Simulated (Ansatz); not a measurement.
# C2H9NSSi2: the cost of one run

Program: Ansatz 0.2.0. Level of theory: RKS PBE0-D4/6-31G*. These are calculated values, not measurements.

## Step 1: The system as given

Bond lengths: N1–C2 1.342 Å, C2–C3 1.349 Å, C3–Si4 1.887 Å, C2–Si5 1.945 Å, Si5–S6 2.168 Å, N1–H7 1.070 Å, N1–H8 1.000 Å, C3–H9 1.079 Å, Si4–H10 1.462 Å, Si4–H11 1.409 Å, Si4–H12 1.512 Å, Si5–H13 1.458 Å, Si5–H14 1.437 Å, S6–H15 1.351 Å. Angles (14 of 22 angles, heavy atoms first): N1–C2–C3 118.7°, N1–C2–Si5 116.3°, C3–C2–Si5 124.9°, C2–C3–Si4 128.5°, C2–Si5–S6 105.0°, C2–N1–H7 114.2°, C2–N1–H8 116.8°, C2–C3–H9 118.1°, Si4–C3–H9 112.9°, C3–Si4–H10 106.7°, C3–Si4–H11 111.8°, C3–Si4–H12 106.0°, C2–Si5–H13 109.6°, C2–Si5–H14 110.7°.

Coordinates:

```xyz
15

N    -1.2567    1.0863    1.2137
C    -0.3881    0.3129    0.5441
C    -0.5999   -1.0187    0.5073
Si    0.5033   -2.3624   -0.2256
Si    1.1087    1.2263   -0.2970
S     0.2704    3.0581   -1.0979
H    -1.3366    2.0849    0.8372
H    -2.1841    0.7295    1.3265
H    -1.4290   -1.4178    1.0706
H     0.3338   -2.3012   -1.6769
H     1.8419   -2.2258    0.1939
H    -0.0639   -3.6776    0.2574
H     2.0891    1.5947    0.7169
H     1.6371    0.4455   -1.3815
H    -0.5480    2.4146   -1.9593
```

## Step 2: Relaxing end A

input.yaml

```yaml
crystal:
  periodic: [false, false, false]
  atoms:
    - { symbol: "N", position_ang: [-1.2567, 1.0863, 1.2137] }
    - { symbol: C, position_ang: [-0.3881, 0.3129, 0.5441] }
    - { symbol: C, position_ang: [-0.5999, -1.0187, 0.5073] }
    - { symbol: Si, position_ang: [0.5033, -2.3624, -0.2256] }
    - { symbol: Si, position_ang: [1.1087, 1.2263, -0.297] }
    - { symbol: S, position_ang: [0.2704, 3.0581, -1.0979] }
    - { symbol: H, position_ang: [-1.3366, 2.0849, 0.8372] }
    - { symbol: H, position_ang: [-2.1841, 0.7295, 1.3265] }
    - { symbol: H, position_ang: [-1.429, -1.4178, 1.0706] }
    - { symbol: H, position_ang: [0.3338, -2.3012, -1.6769] }
    - { symbol: H, position_ang: [1.8419, -2.2258, 0.1939] }
    - { symbol: H, position_ang: [-0.0639, -3.6776, 0.2574] }
    - { symbol: H, position_ang: [2.0891, 1.5947, 0.7169] }
    - { symbol: H, position_ang: [1.6371, 0.4455, -1.3815] }
    - { symbol: H, position_ang: [-0.548, 2.4146, -1.9593] }
basis:
  gaussian: { orbitals: "6-31G*" }
hamiltonian:
  xc: pbe0
  dispersion: d4
relax:
  f_tol: 0.015
  max_steps: 40
```

Command:

```console
ansatz run input.yaml --threads 2 --pin off --max-ram 3072MiB --backend cpu --events-out ev --progress --plain --runs-dir out
```

What time and memory should one allow on 2 threads of Intel Xeon Platinum 8259CL at 2.50GHz (Skylake/Cascade Lake), shared host?

About 55 s, with a peak of 0.35 GiB.
